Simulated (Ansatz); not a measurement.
# Sr2SO (P4/mmm) in Ansatz: a series of runs

One crystal, Sr2SO, is run at these levels: HSE06, PBE0, r2SCAN0; tasks: projected density of states.

All numbers are computed with Ansatz 0.2.0; they aren't measurements. Logs are shortened: lines on timing, memory, paths and dates and some standing lists are left out, and cuts for length are marked.

## Step 1: The crystal as given

Symmetry: P4/mmm, No. 123, tetragonal system. The conventional cell has a = 4.043 Å, b = 4.043 Å, c = 5.718 Å, α = 90.00°, β = 90.00°, γ = 90.00°. Sr (site symmetry 4/mmm) has 2 O at 2.86 Å and 4 S at 2.86 Å as nearest neighbours. Sr (site symmetry 4/mmm) is surrounded by 2 S at 2.86 Å and 4 O at 2.86 Å. Around S (site symmetry 4/mmm) lie 6 Sr at 2.86 Å. O (site symmetry 4/mmm) is surrounded by 6 Sr at 2.86 Å.

The cell comes from a database or a generator and needn't be the stable form of this composition.

## Step 2: Projected density of states, HSE06

Contents of input.yaml:

```yaml
crystal:
  lattice:
    - [4.043237, 0.0, 0.0]
    - [0.0, 4.043237, 0.0]
    - [0.0, 0.0, 5.718]
  atoms:
    - { symbol: Sr, position: [0.5, 0.5, 0.5] }
    - { symbol: Sr, position: [0.0, 0.0, 0.0] }
    - { symbol: S, position: [0.0, 0.0, 0.5] }
    - { symbol: O, position: [0.5, 0.5, 0.0] }
hamiltonian:
  xc: hse06
  pseudopotentials: { kind: paw }
kpoints:
  mp_grid: { grid: [4, 4, 3] }
scf:
  occupations: { method: fermi_dirac, width: 0.05 }
  n_extra_bands: 10
output:
  forces: true
  stress: true
  eigenvalues: true
  dos: { projected: true, de: 0.05 }
```

Potentials or basis: Ansatz PAW.

Command:

```console
> ansatz run input.yaml --threads 2 --pin off --max-ram 5632MiB --backend cpu --events-out ev --progress --plain --runs-dir out
```

Log:

```text
Warning: output.stress: scf.convergence.dr2_threshold = 1e-7 eV (the SCF's general default) is looser than the 4e-10 eV advised for a printed stress (1e-10 eV for each atom of the cell: 4). What an SCF threshold leaves in a stress goes as its square root, and in the free energy as the threshold itself, and one threshold admits the most on a small cell: of the crystals measured, under no hybrid functional and no lock of the moments, on runs that ended without the residual-converged pass, on stresses that held no estimate of that error, the worst erred by over 100 MPa in a component at 1e-7 eV an atom and by under 5 at 1e-10. Set scf.convergence.dr2_threshold to 4e-10 eV or tighter. The threshold is an SCF's pass mark: one that does not reach it within its budget of iterations ends unconverged, or closes short of it on a stop that the run arms, and scf.convergence.dr2_threshold's page says what that costs each kind of run
Warning: output.stress: scf.exx.energy_threshold = 1e-6 eV is looser than the 4e-8 eV advised for a stress under a hybrid functional (1e-8 eV for each atom of the cell: 4). Every SCF of the exchange loop can meet its threshold on dr2 while the loop round them stops early: no threshold on dr2 bounds what that leaves in the stress. Set scf.exx.energy_threshold to 4e-8 eV or tighter. The threshold is the loop's pass mark: a loop that does not reach it within its budget of cycles ends unconverged, and scf.exx.energy_threshold's page has the law
Warning: RAYON_NUM_THREADS=2 ignored (pool sized by the plan → 2); use --threads N
scf.n_extra_bands = 10 over 16 filled bands (N_el = 32.0): the run solves 26 bands
Engine: ansatz 0.2.0, aarch64-unknown-linux-gnu
Pseudopotentials: kind: paw
Pseudopotential: Sr, paw, valence charge 10, recommended cutoff 420 eV (normal), Sr.paw.azcp
Pseudopotential: S, paw, valence charge 6, recommended cutoff 420 eV (normal), S.paw.azcp
Pseudopotential: O, paw, valence charge 6, recommended cutoff 420 eV (normal), O.paw.azcp
Functional definition: HSE06
  parameter a = 0.25
  parameter omega = 0.11/bohr
  exchange = pbe_x - a*pbe_x_sr(omega) + a*exact_x_sr(omega)
  correlation = pbe_c
Crystal: 4 atoms, lattice volume = 93.477 Å³
Basis set: ecut = 420 eV, 1875 PW (Γ), exchange–correlation on 60×60×80 points (8 copies of the dense FFT grid, shifted against one another)
Bands: 26, of which v1, the nominal top of the filled ones, is band 16 counted from 1 (15 counted from 0)
Symmetry: 16 space group operations
Space group: P4/mmm (ITA 123), of the structure as read, at distance tolerance 4.5e-5 Å
k-points: 12 of 48
Non-local potential: Sr, projectors of the file, l = 0: 3, l = 1: 2, l = 2: 2
Non-local potential: S, projectors of the file, l = 0: 2, l = 1: 2, l = 2: 2
Non-local potential: O, projectors of the file, l = 0: 2, l = 1: 2, l = 2: 1
PAW form: soft (Blöchl's): semilocal exchange-correlation on the pseudo side does not see the compensation charge
PAW frozen core: Sr, regenerated for the run's functional, and the local potential with it (the file was generated under x = pbe(κ = 0.804, μ = 0.2195149727645171), c = pbe(β = 0.06672455060314922))
PAW frozen core: S, regenerated for the run's functional, and the local potential with it (the file was generated under x = pbe(κ = 0.804, μ = 0.2195149727645171), c = pbe(β = 0.06672455060314922))
PAW frozen core: O, regenerated for the run's functional, and the local potential with it (the file was generated under x = pbe(κ = 0.804, μ = 0.2195149727645171), c = pbe(β = 0.06672455060314922))
PAW one-centre angular grid: Sr, 110 points (default); XC on 64 Gauss nodes
PAW one-centre angular grid: S, 110 points (default); XC on 64 Gauss nodes
PAW one-centre angular grid: O, 110 points (default); XC on 96 Gauss nodes
Initial density: superposition of atomic densities (neutral atoms: chi_scale 0, normalization atom), corrected by the library's trained network
Initial wavefunctions: pseudopotential atomic-orbital guess
Functional: x = pbe(κ = 0.804, μ = 0.2195149727645171), c = pbe(β = 0.06672455060314922), warm-up for x = pbe(κ = 0.804, μ = 0.2195149727645171) + 0.25 (exact − pbe) at short range (hse, ω = 0.20786987370883472 Å⁻¹), c = pbe(β = 0.06672455060314922); HSE06 as pw.x's `hse` composes it (authors' and Libxc's form: `xc: wpbeh`)
[... 27 lines left out ...]
SCF 3 converged in 3 iterations: F = -8569.895855 eV  dr2 = 7.07e-9
  Residual-converged pass: ⟨swp⟩=3.4  Hψ=598  notcnv=0  max |occ|·‖R‖ = 2.4e-6 eV (tolerance 2.4e-6 eV)  dr2=7.04e-9  dr2_onsite=3.88e-10  max |Δocc| = 7.5e-26
hybrid outer 2: dexx = +1.526e-7 eV, tail = 1.89e-8 eV, Δε = 1.56e-3 eV (about 7.19e-5 eV left of the loop's levels)
hybrid SCF converged: 2 outer / 10 inner (+2 warm-up), last move |dexx| = 1.53e-7 eV, tail = 1.89e-8 eV
Stability not checked: this state was not tested for a lower state beside it, because the functional holds exact exchange (a hybrid, or Hartree-Fock), whose exchange loop this test does not read (fock_operator; see scf.lower_state_search)
Free energy (F): -8569.895855 eV
Frozen-core exchange: fock
Harris-Foulkes:  -8569.895855 eV  (|F-HF|=4.13e-9)
Internal energy: -8569.895855 eV  (E = F + TS)
E sigma→0 (E₀):  -8569.895855 eV
Fermi energy:    7.270798 eV
--- Per-component energies (eV) ---
  E_band       = -230.560447
  E_kinetic    = 773.905542
  E_local      = -1697.328800  (includes V_loc(G=0)·N_el)
  E_nonlocal   = 477.975628
  E_hartree    = 448.764683
  E_xc         = -416.317737
  E_vxc        = -406.439190  (∫ρ·V_xc dr)
  E_exx        = -77.396595  (= α·E_x^exact, valence–valence)
  E_paw        = -6179.059367  (= ΣΔE_a)
  E_vpaw       = -121.411895  (= ΣTr[D̂ρ^β])
  E_aug_tail   = 0.002329  (compensation charges beyond the density's cutoff)
  E_ewald      = -1899.577497
  E_core_change = -0.864039  (= ΣΔE_core)
  E_smearing   = -0.000000  (= −TS)
  E_closure    = -0.000001  (closes the sum)
  Σ components = -8569.895855   (vs F -8569.895855, Δ=0.00e0)
--- Forces (eV/Å), atoms counted from 1 ---
  atom   1  Sr    -0.00000000     0.00000000     0.00000000
  atom   2  Sr    -0.00000000    -0.00000000     0.00000000
  atom   3  S     -0.00000000    -0.00000000     0.00000000
  atom   4  O      0.00000000    -0.00000000     0.00000000
  max |Σ_I F_I| component: 2.01e-29 eV/Å
--- Stress (GPa, compression-positive) ---
       -1.209038       0.000000       0.000000
        0.000000      -1.209038       0.000000
        0.000000       0.000000      -1.066346
  P = ⅓ Tr σ = -1.1615 GPa (-11.615 kbar)
--- Band table (eV; the first three rows and the last of 12) ---
  k-point 0: bands = ["-29.9883", "-29.9212", "-11.0709", "-10.8040", "-10.8040", "-10.5825", "-10.5825", "-10.5775", "-10.5718", "-6.8597", "4.1151", "4.9458", "4.9458", "5.5065", "5.5298", "5.5298", "8.9513", "9.7079", "11.5534", "11.5534", "11.9404", "12.3715", "12.3935", "14.0345", "15.0303", "15.8934"]
  k-point 1: bands = ["-29.9797", "-29.9295", "-11.1824", "-11.0324", "-10.7793", "-10.7793", "-10.6068", "-10.6068", "-10.0559", "-6.5411", "3.3781", "4.7363", "4.8953", "4.8953", "5.4368", "5.4368", "9.2054", "10.6998", "11.2379", "12.4678", "12.5215", "12.5550", "12.5550", "14.0456", "14.8002", "14.9642"]
  k-point 2: bands = ["-29.9771", "-29.9191", "-11.2184", "-11.0567", "-11.0127", "-10.7599", "-10.6067", "-10.5804", "-9.9914", "-6.3940", "3.6583", "4.1695", "4.3688", "4.8016", "5.2098", "5.3195", "10.3702", "11.0046", "11.2180", "12.0158", "12.8963", "13.3158", "13.8060", "14.0417", "14.9112", "15.0926"]
  k-point 11: bands = ["-29.9539", "-29.9040", "-11.0776", "-11.0287", "-11.0287", "-11.0177", "-10.7755", "-10.7755", "-10.0314", "-6.3229", "3.8263", "4.0000", "4.0000", "4.9151", "5.0098", "5.0098", "10.3242", "10.3242", "13.2034", "13.3943", "13.3943", "14.1362", "14.5514", "15.7408", "16.0314", "16.0751"]
```

dos.tsv:

```text
# E-E_F[eV]	g_bin_mean(E)[states/eV]	N(E)
# format = ansatz-dos/2
# fermi_ev = 7.270805
# fermi_mp_grid = 4 4 3
# fermi_mp_shift = 0 0 0
# g_bin_mean(E): the states in a bin one row spacing wide, centred on E, divided by that spacing. States that the method places at a single energy (under output.dos.method: tetrahedron, those of a tetrahedron whose four corners have one energy) are counted whole in the row whose bin holds that energy (on the edge of two bins, in the lower row). The sum of g_bin_mean over a run of rows, times the row spacing, is the number of states from half a spacing under the first of them to half a spacing over the last (a plain sum, not the trapezoid rule).
-37.759119	0.000000e0	0.000000e0
-37.709119	0.000000e0	0.000000e0
-37.659119	0.000000e0	0.000000e0
-37.609119	0.000000e0	0.000000e0
-37.559119	0.000000e0	0.000000e0
-37.509119	0.000000e0	0.000000e0
[... 939 lines left out ...]
9.490881	0.000000e0	5.200000e1
9.540881	0.000000e0	5.200000e1
```

Wall time 25 s (2 threads of Arm Neoverse V1, shared host); peak memory 1.2 GiB.

What came out:

* Free energy: -8569.8959 eV
* Pressure: -1.2 GPa
* Band gap on the k mesh: 3.42 eV, direct

Stress tensor (GPa, compression positive):
```
-1.21  0.00  0.00
 0.00 -1.21  0.00
 0.00  0.00 -1.07
```

States per cell in windows of 1 eV (zero at the valence-band top; states under -8 eV left out):
```
from (eV)  total  O 2p  S 3p  Sr 5s  Sr 4p  S 3s  O 2s
     -8.0   0.00  0.00  0.00   0.00   0.00  0.00  0.00
     -7.0   0.00  0.00  0.00   0.00   0.00  0.00  0.00
     -6.0   0.00  0.00  0.00   0.00   0.00  0.00  0.00
     -5.0   0.00  0.00  0.00   0.00   0.00  0.00  0.00
     -4.0   0.00  0.00  0.00   0.00   0.00  0.00  0.00
     -3.0   2.45  0.11  1.93   0.27   0.03  0.01  0.01
     -2.0   3.43  0.26  2.86   0.09   0.08  0.01  0.00
     -1.0   6.12  5.03  0.61   0.13   0.03  0.01  0.00
      0.0   0.00  0.00  0.00   0.00   0.00  0.00  0.00
      1.0   0.00  0.00  0.00   0.00   0.00  0.00  0.00
      2.0   0.00  0.00  0.00   0.00   0.00  0.00  0.00
      3.0   0.04  0.00  0.00   0.00   0.00  0.00  0.00
      4.0   0.94  0.02  0.00   0.03   0.00  0.01  0.00
      5.0   2.53  0.06  0.03   0.35   0.00  0.04  0.03
      6.0   2.43  0.10  0.06   0.55   0.01  0.03  0.03
      7.0   4.01  0.11  0.07   0.76   0.00  0.04  0.01
```

Caveat: odd divisions of the mesh miss points on the zone boundary, where band edges often lie, so the gap on the mesh can be too wide; the PAW data sets come from PBE, with cores solved anew for the run's functional, which leaves a small shift of forces and pressure; the density of states is complete only up to the lowest level of the last band computed; the thresholds are loose for stress.

## Step 3: Projected density of states, PBE0

input.yaml: that of step 2 with these lines changed.

```diff
@@ -11,3 +11,3 @@
 hamiltonian:
-  xc: hse06
+  xc: pbe0
   pseudopotentials: { kind: paw }
```

Potentials or basis: Ansatz PAW.

Command:

```console
> ansatz run input.yaml --threads 2 --pin off --max-ram 5632MiB --backend cpu --events-out ev --progress --plain --runs-dir out
```

It took 24 s on 2 threads of Arm Neoverse V1, shared host; peak memory 1.2 GiB.

Results (log left out):

* Free energy: -8569.8102 eV
* Pressure: -1.2 GPa
* Band gap on the k mesh: 4.15 eV, direct

Stress tensor (GPa, compression positive):
```
-1.26  0.00  0.00
 0.00 -1.26  0.00
 0.00  0.00 -1.12
```

Levels at points of the mesh, in eV from the valence-band top:
```tsv
k point	band 14	band 15	band 16	band 17	band 18	band 19
(0.00, 0.00, 0.00)	-0.02	0.00	0.00	4.15	4.88	6.78
(0.00, -0.50, 0.00)	-1.27	-0.60	-0.47	6.41	7.48	7.85
(-0.50, -0.50, 0.00)	-0.30	-0.30	-0.18	4.37	4.37	7.70
```

States per cell in windows of 1 eV (zero at the valence-band top; states under -8 eV left out):
```tsv
from (eV)	total	O 2p	S 3p	Sr 5s	Sr 4p	S 3s	O 2s
-8.0	0.00	0.00	0.00	0.00	0.00	0.00	0.00
-7.0	0.00	0.00	0.00	0.00	0.00	0.00	0.00
-6.0	0.00	0.00	0.00	0.00	0.00	0.00	0.00
-5.0	0.00	0.00	0.00	0.00	0.00	0.00	0.00
-4.0	0.00	0.00	0.00	0.00	0.00	0.00	0.00
-3.0	2.39	0.11	1.87	0.27	0.03	0.01	0.01
-2.0	3.43	0.27	2.84	0.10	0.08	0.01	0.00
-1.0	6.18	5.02	0.68	0.13	0.04	0.01	0.00
0.0	0.00	0.00	0.00	0.00	0.00	0.00	0.00
1.0	0.00	0.00	0.00	0.00	0.00	0.00	0.00
2.0	0.00	0.00	0.00	0.00	0.00	0.00	0.00
3.0	0.00	0.00	0.00	0.00	0.00	0.00	0.00
4.0	0.11	0.00	0.00	0.00	0.00	0.00	0.00
5.0	1.39	0.03	0.01	0.07	0.00	0.01	0.01
6.0	2.52	0.07	0.04	0.44	0.01	0.04	0.04
7.0	2.77	0.10	0.07	0.65	0.01	0.04	0.03
```

Caveat: odd divisions of the mesh miss points on the zone boundary, where band edges often lie, so the gap on the mesh can be too wide; the PAW data sets come from PBE, with cores solved anew for the run's functional, which leaves a small shift of forces and pressure; the density of states is complete only up to the lowest level of the last band computed; the thresholds are loose for stress. A k mesh can miss the band edges.

## Step 4: Projected density of states, r2SCAN0

input.yaml: that of step 3 with these lines changed.

```diff
@@ -11,3 +11,3 @@
 hamiltonian:
-  xc: pbe0
+  xc: r2scan0
   pseudopotentials: { kind: paw }
@@ -23 +23,5 @@
   dos: { projected: true, de: 0.05 }
+  write_density: true
+  write_potential: true
+  elf: true
+  volumetric_format: npy
```

Command:

```console
> ansatz run input.yaml --threads 2 --pin off --max-ram 5632MiB --backend cpu --events-out ev --progress --plain --runs-dir out
```

It took 35 s on 2 threads of Arm Neoverse V1, shared host; peak memory 1.6 GiB.

The run converged. Its results:

```
Free energy            : -8590.7175 eV
Pressure               : -1.5 GPa
Band gap on the k mesh : 4.45 eV, direct
```

Stress tensor (GPa, compression positive):
```
-1.59  0.00  0.00
 0.00 -1.59  0.00
 0.00  0.00 -1.46
```

Levels at points of the mesh, in eV from the valence-band top:
```tsv
k point	band 13	band 14	band 15	band 16	band 17	band 18	band 19	band 20
(0.00, 0.00, 0.00)	-0.55	-0.02	0.00	0.00	4.45	5.28	7.13	7.13
(0.00, -0.50, 0.00)	-1.27	-1.24	-0.60	-0.47	6.71	7.86	8.26	8.38
(-0.50, -0.50, 0.00)	-0.74	-0.30	-0.30	-0.18	4.66	4.66	8.15	9.07
```

States per cell in windows of 0.5 eV (zero at the valence-band top; states under -8 eV left out):
```csv
from (eV),total,O 2p,S 3p,Sr 5s,Sr 4p,S 3s,O 2s
-8.0,0.00,0.00,0.00,0.00,0.00,0.00,0.00
-7.5,0.00,0.00,0.00,0.00,0.00,0.00,0.00
-7.0,0.00,0.00,0.00,0.00,0.00,0.00,0.00
-6.5,0.00,0.00,0.00,0.00,0.00,0.00,0.00
-6.0,0.00,0.00,0.00,0.00,0.00,0.00,0.00
-5.5,0.00,0.00,0.00,0.00,0.00,0.00,0.00
-5.0,0.00,0.00,0.00,0.00,0.00,0.00,0.00
-4.5,0.00,0.00,0.00,0.00,0.00,0.00,0.00
-4.0,0.00,0.00,0.00,0.00,0.00,0.00,0.00
-3.5,0.00,0.00,0.00,0.00,0.00,0.00,0.00
-3.0,0.31,0.01,0.24,0.04,0.00,0.00,0.00
-2.5,2.01,0.10,1.59,0.21,0.03,0.01,0.00
-2.0,1.58,0.12,1.29,0.08,0.03,0.01,0.00
-1.5,1.90,0.17,1.59,0.02,0.05,0.00,0.00
-1.0,3.65,2.76,0.58,0.11,0.02,0.00,0.00
-0.5,2.55,2.27,0.13,0.01,0.01,0.00,0.00
0.0,0.00,0.00,0.00,0.00,0.00,0.00,0.00
0.5,0.00,0.00,0.00,0.00,0.00,0.00,0.00
1.0,0.00,0.00,0.00,0.00,0.00,0.00,0.00
1.5,0.00,0.00,0.00,0.00,0.00,0.00,0.00
2.0,0.00,0.00,0.00,0.00,0.00,0.00,0.00
2.5,0.00,0.00,0.00,0.00,0.00,0.00,0.00
3.0,0.00,0.00,0.00,0.00,0.00,0.00,0.00
3.5,0.00,0.00,0.00,0.00,0.00,0.00,0.00
4.0,0.00,0.00,0.00,0.00,0.00,0.00,0.00
4.5,0.03,0.00,0.00,0.00,0.00,0.00,0.00
5.0,0.18,0.00,0.00,0.00,0.00,0.00,0.00
5.5,0.62,0.01,0.00,0.02,0.00,0.00,0.00
6.0,1.20,0.03,0.01,0.07,0.00,0.01,0.01
6.5,1.17,0.03,0.02,0.21,0.00,0.02,0.02
7.0,1.16,0.04,0.02,0.26,0.00,0.02,0.02
7.5,1.16,0.05,0.03,0.27,0.00,0.01,0.01
```

Caveat: odd divisions of the mesh miss points on the zone boundary, where band edges often lie, so the gap on the mesh can be too wide; the PAW data sets come from PBE, with cores solved anew for the run's functional, which leaves a small shift of forces and pressure; the density of states is complete only up to the lowest level of the last band computed; the thresholds are loose for stress. A k mesh can miss the band edges.

## Step 5: Overview

```tsv
level	cutoff (eV)	gap on the mesh (eV)	pressure (GPa)
HSE06	420	3.42	-1.2
PBE0	420	4.15	-1.2
r2SCAN0	500	4.45	-1.5
```

Alike in all rows: task projected density of states; potentials or basis Ansatz PAW; no spin polarisation; cell as given; k mesh 4 × 4 × 3; smearing fermi-dirac 0.05 eV.

On the cell as given the gap runs from 3.42 eV (HSE06) to 4.45 eV (r2SCAN0). The pressure there spans -1.5 GPa (r2SCAN0) to -1.2 GPa (HSE06); a positive pressure means that this level wants a larger cell, a negative one a smaller.

Caveats: odd divisions of the mesh miss points on the zone boundary, where band edges often lie, so the gap on the mesh can be too wide; the PAW data sets come from PBE, with cores solved anew for the run's functional, which leaves a small shift of forces and pressure; the density of states is complete only up to the lowest level of the last band computed; the thresholds are loose for stress.

Absolute energies hang on the potentials; compare differences alone.
